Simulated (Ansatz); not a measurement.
# GeCN2 (R-3m) in Ansatz: reference runs

How does GeCN2 come out in PBEsol? The cell is run as given and disturbed.

All numbers are computed with Ansatz 0.2.0; they aren't measurements. Logs are shortened: lines on timing, memory, paths and dates and some standing lists are left out, and cuts for length are marked.

## Step 1: Starting point

The structure is trigonal, space group R-3m (No. 166). The conventional cell has a = 3.588 Å, b = 3.588 Å, c = 14.766 Å, α = 90.00°, β = 90.00°, γ = 120.00°. Ge (site symmetry -3m) is surrounded by 6 N at 2.40 Å. N (site symmetry 3m) has 1 C at 1.24 Å as nearest neighbours. C (site symmetry -3m) has 2 N at 1.24 Å as nearest neighbours.

The cell comes from a database or a generator and needn't be the stable form of this composition.

## Step 2: Single point, PBEsol

File input.yaml:

```yaml
crystal:
  lattice:
    - [1.7937903697, 1.0356453528, 4.9219572124]
    - [-1.7937903697, 1.0356453528, 4.9219572124]
    - [0.0, -2.0712907056, 4.9219572124]
  atoms:
    - { symbol: Ge, position: [0.0, 0.0, 0.0] }
    - { symbol: "N", position: [0.5839044, 0.5839044, 0.5839044] }
    - { symbol: "N", position: [0.4160956, 0.4160956, 0.4160956] }
    - { symbol: C, position: [0.5, 0.5, 0.5] }
hamiltonian:
  xc: pbesol
  pseudopotentials: { kind: paw }
kpoints:
  mp_grid: { grid: [9, 9, 9] }
scf:
  occupations: { method: fermi_dirac, width: 0.05 }
output:
  forces: true
  stress: true
  eigenvalues: true
```

Potentials or basis: Ansatz PAW.

On the command line:

```
$ ansatz run input.yaml --threads 2 --pin off --max-ram 5632MiB --backend cpu --events-out ev --progress --plain --runs-dir out
```

Log:

```text
Warning: RAYON_NUM_THREADS=2 ignored (pool sized by the plan → 2); use --threads N
basis.fft_grid_basis auto: the FFT boxes are laid along the combinations [[1, 0, -1], [0, 1, -1], [0, 0, 1]] of the cell's own vectors, 3.588, 3.588 and 5.340 Å long. The dense box has 24×24×36 points. Along the cell's own vectors, as sized, it would have 36×36×36, 2.25 times as many. Of the 12 symmetry operations that the crystal satisfies within crystal.symmetry.tolerance (time reversal apart; of a slab, those that keep its plane) the dense box along the cell's own vectors carries 12, and the one as laid loses 8 of those. basis.fft_grid_basis: typed keeps the cell's own vectors: state it where this run's energies or levels are differenced outside the engine with another run's, or held beside a run that keeps those vectors.
Engine: ansatz 0.2.0, x86_64-unknown-linux-gnu
Pseudopotentials: kind: paw
Pseudopotential: Ge, paw, valence charge 14, recommended cutoff 420 eV (normal), Ge.paw.azcp
Pseudopotential: N, paw, valence charge 5, recommended cutoff 420 eV (normal), N.paw.azcp
Pseudopotential: C, paw, valence charge 4, recommended cutoff 420 eV (normal), C.paw.azcp
Functional definition: PBEsol
  exchange = pbesol_x
  correlation = pbesol_c
Crystal: 4 atoms, lattice volume = 54.862 Å³
Basis set: ecut = 420 eV, 1037 PW (Γ), FFT grids on a1−a3, a2−a3, a3, exchange–correlation on 48×48×72 points (8 copies of the dense FFT grid, shifted against one another)
Bands: 18, of which v1, the nominal top of the filled ones, is band 14 counted from 1 (13 counted from 0)
Symmetry: 12 space group operations
Space group: R-3m (ITA 166), of the structure as read, at distance tolerance 3.8e-5 Å
k-points: 85 of 729
Non-local potential: Ge, projectors of the file, l = 0: 2, l = 1: 2, l = 2: 3, l = 3: 1
Non-local potential: N, projectors of the file, l = 0: 2, l = 1: 2, l = 2: 1
Non-local potential: C, projectors of the file, l = 0: 2, l = 1: 2, l = 2: 1
PAW form: soft (Blöchl's): semilocal exchange-correlation on the pseudo side does not see the compensation charge
PAW frozen core: Ge, regenerated for the run's functional, and the local potential with it (the file was generated under x = pbe(κ = 0.804, μ = 0.2195149727645171), c = pbe(β = 0.06672455060314922))
PAW frozen core: N, regenerated for the run's functional, and the local potential with it (the file was generated under x = pbe(κ = 0.804, μ = 0.2195149727645171), c = pbe(β = 0.06672455060314922))
PAW frozen core: C, regenerated for the run's functional, and the local potential with it (the file was generated under x = pbe(κ = 0.804, μ = 0.2195149727645171), c = pbe(β = 0.06672455060314922))
PAW one-centre angular grid: Ge, 590 points (default); XC on 64 Gauss nodes
PAW one-centre angular grid: N, 110 points (default); XC on 64 Gauss nodes
PAW one-centre angular grid: C, 110 points (default); XC on 64 Gauss nodes
Initial density: superposition of atomic densities (neutral atoms: chi_scale 0, normalization atom), corrected by the library's trained network
Initial wavefunctions: pseudopotential atomic-orbital guess
Functional: x = pbesol(κ = 0.804, μ = 0.12345679012345678), c = pbesol(β = 0.046)
SCF iter   1: F=—  HF=-5255.976942 eV  |F-HF|=—  |Δ(HF+E_count)|=         —  Δρ=1.02e-2  dr2=6.63e-2  ethr=1.77e-3  ⟨swp⟩=5.8  Hψ=7407  notcnv=0
preconditioner: auto → none  [insulator: Δε(μ)=0.913 eV  Ē_g=17.936 eV  σ=0.050 eV  W_gap=1.00  n_scr=14 (ndim 8)  ℏωp=26.5 eV  f_vac=0.084  D(μ)=0.00/eV (n_scr^D=0)  ε∞_Penn≈3.2]
SCF iter   2: F=—  HF=-5255.965207 eV  |F-HF|=—  |Δ(HF+E_count)|=   1.17e-2  Δρ=5.12e-3  dr2=1.55e-2  ethr=2.37e-4  ⟨swp⟩=2.2  Hψ=3215  notcnv=0
SCF iter   3: F=—  HF=-5255.961036 eV  |F-HF|=—  |Δ(HF+E_count)|=   4.17e-3  Δρ=1.03e-3  dr2=3.58e-4  ethr=5.52e-5  ⟨swp⟩=2.0  Hψ=2480  notcnv=0
SCF iter   4: F=—  HF=-5255.961390 eV  |F-HF|=—  |Δ(HF+E_count)|=   3.53e-4  Δρ=4.36e-4  dr2=1.05e-4  ethr=1.28e-6  ⟨swp⟩=2.0  Hψ=2246  notcnv=0
SCF iter   5: F=—  HF=-5255.961415 eV  |F-HF|=—  |Δ(HF+E_count)|=   2.56e-5  Δρ=1.54e-4  dr2=1.33e-5  ethr=3.75e-7  ⟨swp⟩=2.0  Hψ=2295  notcnv=0
SCF iter   6: F=—  HF=-5255.961415 eV  |F-HF|=—  |Δ(HF+E_count)|=   4.25e-7  Δρ=3.84e-5  dr2=5.46e-7  ethr=4.77e-8  ⟨swp⟩=2.0  Hψ=2069  notcnv=0
SCF iter   7: F=-5255.961416 eV  HF=-5255.961416 eV  |F-HF|=1.14e-8  |Δ(HF+E_count)|=   9.56e-7  Δρ=5.09e-6  dr2=1.06e-8  ethr=3.57e-10  ⟨swp⟩=6.0  Hψ=6976  notcnv=0
SCF 1 converged in 7 iterations: F = -5255.961416 eV  dr2 = 1.06e-8
SCF converged after 7 iterations
Free energy (F): -5255.961416 eV
Harris-Foulkes:  -5255.961416 eV  (|F-HF|=1.14e-8)
Internal energy: -5255.961415 eV  (E = F + TS)
E sigma→0 (E₀):  -5255.961415 eV
Entropy (-TS):   -0.000001 eV (-0.000 meV/atom)
Fermi energy:    6.604044 eV
--- Per-component energies (eV) ---
  E_band       = -221.031994
  E_kinetic    = 454.088974
  E_local      = -3197.059250  (includes V_loc(G=0)·N_el)
  E_nonlocal   = 534.154265
  E_hartree    = 1300.901291
  E_xc         = -237.520401
  E_vxc        = -270.023726  (∫ρ·V_xc dr)
  E_paw        = -2311.695578  (= ΣΔE_a)
  E_vpaw       = -343.992820  (= ΣTr[D̂ρ^β])
  E_aug_tail   = 0.000453  (compensation charges beyond the density's cutoff)
  E_ewald      = -1799.826404
  E_core_change = 0.995234  (= ΣΔE_core)
  E_smearing   = -0.000001  (= −TS)
  E_closure    = 0.000000  (closes the sum)
  Σ components = -5255.961416   (vs F -5255.961416, Δ=0.00e0)
--- Forces (eV/Å), atoms counted from 1 ---
  atom   1  Ge     0.00000000     0.00000000    -0.00000000
  atom   2  N     -0.00000000    -0.00000000     0.06573491
  atom   3  N      0.00000000     0.00000000    -0.06573491
  atom   4  C     -0.00000000     0.00000000     0.00000000
  max |Σ_I F_I| component: 4.21e-30 eV/Å
--- Stress (GPa, compression-positive) ---
       -3.208282       0.000000       0.000000
        0.000000      -3.208282      -0.000000
        0.000000      -0.000000      -3.388441
  P = ⅓ Tr σ = -3.2683 GPa (-32.683 kbar)
--- Band table (eV; the first three rows and the last of 85) ---
  k-point 0: bands = ["-18.6365", "-18.6328", "-18.6328", "-18.6228", "-18.6228", "-13.1006", "-10.9615", "-4.6168", "0.6439", "0.8790", "0.8790", "3.9712", "4.1768", "4.1768", "8.5123", "9.3024", "9.3024", "10.9874"]
  k-point 1: bands = ["-18.6357", "-18.6332", "-18.6308", "-18.6244", "-18.6231", "-13.0607", "-10.9469", "-4.5036", "0.5384", "0.6731", "0.8556", "3.7799", "3.9715", "3.9869", "8.7262", "9.1868", "9.5387", "11.6574"]
  k-point 2: bands = ["-18.6377", "-18.6309", "-18.6276", "-18.6258", "-18.6239", "-12.9571", "-10.9093", "-4.1743", "-0.1855", "0.6693", "0.8016", "3.0341", "3.5602", "3.7132", "8.6875", "9.9201", "10.1022", "12.1031"]
  k-point 84: bands = ["-18.6355", "-18.6333", "-18.6309", "-18.6245", "-18.6231", "-12.8779", "-11.3041", "-3.7237", "-0.5311", "0.5833", "0.8253", "3.3465", "4.0225", "5.5298", "7.3648", "9.8309", "10.2842", "11.5597"]
```

Run time: 2.9 s. Hardware: 2 threads of AMD EPYC 7R43 (Zen 3), shared host; peak memory 0.41 GiB.

What came out:

```yaml
Free_energy: -5255.9614 eV
Pressure: -3.3 GPa
Largest_force: 0.066 eV/Å
Band_gap_on_the_k_mesh: 1.00 eV, indirect (least direct gap 1.84 eV)
```

Forces in eV/Å, atoms in the order of the input:
```
Ge   0.000  0.000  0.000
N    0.000  0.000  0.066
N    0.000  0.000 -0.066
C    0.000  0.000  0.000
```

Levels at points of the mesh, in eV from the valence-band top:
```tsv
k point	band 10	band 11	band 12	band 13	band 14	band 15	band 16	band 17	band 18
(0.00, 0.00, 0.00)	-5.18	-5.18	-2.09	-1.88	-1.88	2.45	3.24	3.24	4.93
```

Caveat: odd divisions of the mesh miss points on the zone boundary, where band edges often lie, so the gap on the mesh can be too wide; the pressure holds a Pulay correction of +0.5 GPa for the finite cutoff; the PAW data sets come from PBE, with cores solved anew for the run's functional, which leaves a small shift of forces and pressure. A k mesh can miss the band edges.

## Step 3: Single point, PBEsol (atoms moved at random, drawn with an rms of 0.05 Å)

File input.yaml:

```yaml
crystal:
  lattice:
    - [1.7937903697, 1.0356453528, 4.9219572124]
    - [-1.7937903697, 1.0356453528, 4.9219572124]
    - [0.0, -2.0712907056, 4.9219572124]
  atoms:
    - { symbol: Ge, position: [0.009964, 0.003749, -0.009796] }
    - { symbol: "N", position: [0.573234, 0.587892, 0.585855] }
    - { symbol: "N", position: [0.412248, 0.405376, 0.442451] }
    - { symbol: C, position: [0.494243, 0.514952, 0.488159] }
hamiltonian:
  xc: pbesol
  pseudopotentials: { kind: paw }
kpoints:
  mp_grid: { grid: [9, 9, 9] }
scf:
  occupations: { method: fermi_dirac, width: 0.05 }
output:
  forces: true
  stress: true
  eigenvalues: true
```

Potentials or basis: Ansatz PAW.

On the command line:

```
$ ansatz run input.yaml --threads 2 --pin off --max-ram 5632MiB --backend cpu --events-out ev --progress --plain --runs-dir out
```

Wall time 15 s (2 threads of AMD EPYC 7R43 (Zen 3), shared host); peak memory 0.68 GiB.

The run converged. Its results:

* Free energy: -5255.7263 eV
* Pressure: 4.1 GPa
* Largest force: 5.659 eV/Å
* Band gap on the k mesh: 1.09 eV, indirect (least direct gap 1.84 eV)

Forces on the atoms (eV/Å):
```
Ge   0.043  0.028 -0.491
N   -0.150  0.343  1.829
N   -0.020  0.110 -5.658
C    0.127 -0.481  4.320
```

Stress tensor (GPa, compression positive):
```
-3.97  0.11 -0.89
 0.11 -3.39  1.89
-0.89  1.89 19.80
```

Levels at points of the mesh, in eV from the valence-band top:
| k point | band 11 | band 12 | band 13 | band 14 | band 15 | band 16 | band 17 | band 18 |
| --- | --- | --- | --- | --- | --- | --- | --- | --- |
| (0.00, 0.00, 0.00) | -5.36 | -1.95 | -1.73 | -1.68 | 2.61 | 3.32 | 3.54 | 4.91 |

Caveat: odd divisions of the mesh miss points on the zone boundary, where band edges often lie, so the gap on the mesh can be too wide; the pressure holds a Pulay correction of +0.5 GPa for the finite cutoff; the PAW data sets come from PBE, with cores solved anew for the run's functional, which leaves a small shift of forces and pressure. A k mesh can miss the band edges.
